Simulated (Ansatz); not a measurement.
Working through harmonic frequencies at the relaxed geometry of C3H4B, SMILES BC#C[CH2]

Computed with Ansatz's Python interface.

Notebook, run cell by cell (the value of a cell's last expression is shown):

```python
import itertools
import warnings

import ansatz as az
from ase import Atoms
from ase.data import atomic_numbers, covalent_radii
import numpy as np
```

```python
warnings.simplefilter("ignore", az.DeckWarning)
```

```python
atoms = Atoms(["B", "C", "C", "C", "H", "H", "H", "H"], positions=[
    [1.9995, 0.2256, 0.4355],
    [0.5247, -0.038, 0.1087],
    [-0.6346, -0.245, -0.1482],
    [-2.0416, -0.4964, -0.46],
    [2.7254, -0.6792, 0.6572],
    [2.4202, 1.3289, 0.4148],
    [-2.3181, 0.047, -1.3869],
    [-2.6755, -0.1428, 0.379],
])
geometry = az.Crystal.molecule_from_ase(atoms)
```

```python
job = (
    geometry.calculation()
    .basis(gaussian="6-31G*")
    .functional("pbe0", dispersion="d3bj")
    .spin("collinear", total=1)
)
symbols = [site.symbol for site in geometry.cartesian_sites]
start = np.array([site.position_ang for site in geometry.cartesian_sites], dtype=float)
r = job.relax(force_tolerance=0.003, max_steps=100).run().report
end = np.array(r["positions_ang"])
```

    

```python
# pairs closer than 1.2 times the sum of covalent radii, before or after
radius = [covalent_radii[atomic_numbers[s]] for s in symbols]
span = lambda where, i, j: np.linalg.norm(where[i] - where[j])
bonded = [(i, j) for i, j in itertools.combinations(range(len(symbols)), 2) if min(span(start, i, j), span(end, i, j)) < 1.2 * (radius[i] + radius[j])]
print("pair        before    after (A)")
for i, j in bonded:
    print(f"{symbols[i]}{i}-{symbols[j]}{j}".ljust(10), f"{span(start, i, j):8.4f} {span(end, i, j):8.4f}")
```

    pair        before    after (A)
    B0-C1        1.5334   1.4884
    B0-H4        1.1810   1.1982
    B0-H5        1.1810   1.1982
    C1-C2        1.2053   1.2467
    C2-C3        1.4629   1.3529
    C3-H6        1.1095   1.0867
    C3-H7        1.1094   1.0867

```python
# same settings at the minimum
minimum = az.Crystal.molecule()
for symbol, place in zip(symbols, end):
    minimum = minimum.atom(symbol, place.tolist())
vibrating = (
    minimum.calculation()
    .basis(gaussian="6-31G*")
    .functional("pbe0", dispersion="d3bj")
    .spin("collinear", total=1)
    .phonons(temperatures=(200, 600, 100))
)
vib = vibrating.run().report["vibrations"]
sums = vib["harmonic_sums"]
modes = [m["omega_inv_cm"] for m in sums["modes_at_gamma"] if m["rigid_motion"] == "no"]
for number, w in enumerate(modes, start=1):
    print(f"mode {number:2d} {w:9.1f} 1/cm {w / 8065.544 * 1000:8.2f} meV")
print("imaginary modes:", sum(w < 0 for w in modes), " zero-point energy:", round(sums["zero_point_energy_ev"], 4), "eV")
print("T (K)   F_vib (eV)   S_vib (meV/K)   C_vib (meV/K)")
for row in zip(sums["temperatures_k"], sums["vibrational_free_energy_ev"], vib["entropy_ev_per_k"], vib["heat_capacity_ev_per_k"]):
    print(f"{row[0]:6.1f} {row[1]:11.4f} {1000 * row[2]:13.4f} {1000 * row[3]:15.4f}")
```

    mode  1     181.0 1/cm    22.44 meV
    mode  2     192.2 1/cm    23.83 meV
    mode  3     298.6 1/cm    37.02 meV
    mode  4     377.7 1/cm    46.82 meV
    mode  5     479.6 1/cm    59.46 meV
    mode  6     769.4 1/cm    95.39 meV
    mode  7     793.7 1/cm    98.40 meV
    mode  8     856.3 1/cm   106.16 meV
    mode  9     961.9 1/cm   119.27 meV
    mode 10    1036.3 1/cm   128.48 meV
    mode 11    1197.8 1/cm   148.51 meV
    mode 12    1327.0 1/cm   164.53 meV
    mode 13    1492.5 1/cm   185.04 meV
    mode 14    2048.9 1/cm   254.04 meV
    mode 15    2620.9 1/cm   324.94 meV
    mode 16    2698.8 1/cm   334.60 meV
    mode 17    3183.5 1/cm   394.70 meV
    mode 18    3274.0 1/cm   405.93 meV
    imaginary modes: 0  zero-point energy: 1.4748 eV
    T (K)   F_vib (eV)   S_vib (meV/K)   C_vib (meV/K)
     200.0      1.4603        0.2110          0.3267
     300.0      1.4309        0.3756          0.4939
     400.0      1.3852        0.5383          0.6398
     500.0      1.3235        0.6944          0.7600
     600.0      1.2466        0.8420          0.8592

Reading the output:
- These settings explore the input space; basis and method may be short of convergence.
- The frequencies are harmonic and unscaled, in a modest basis. The result belongs to the one conformer reached from this start, and soft torsions count as harmonic oscillators.
- The species is open-shell (spin multiplicity 2).
- Hardware and time: 2.2 min on 1 thread of Arm Neoverse V2, on a shared host, peak memory 0.23 GiB.

(Lines on the test bed's own set-up are left out of the output.)
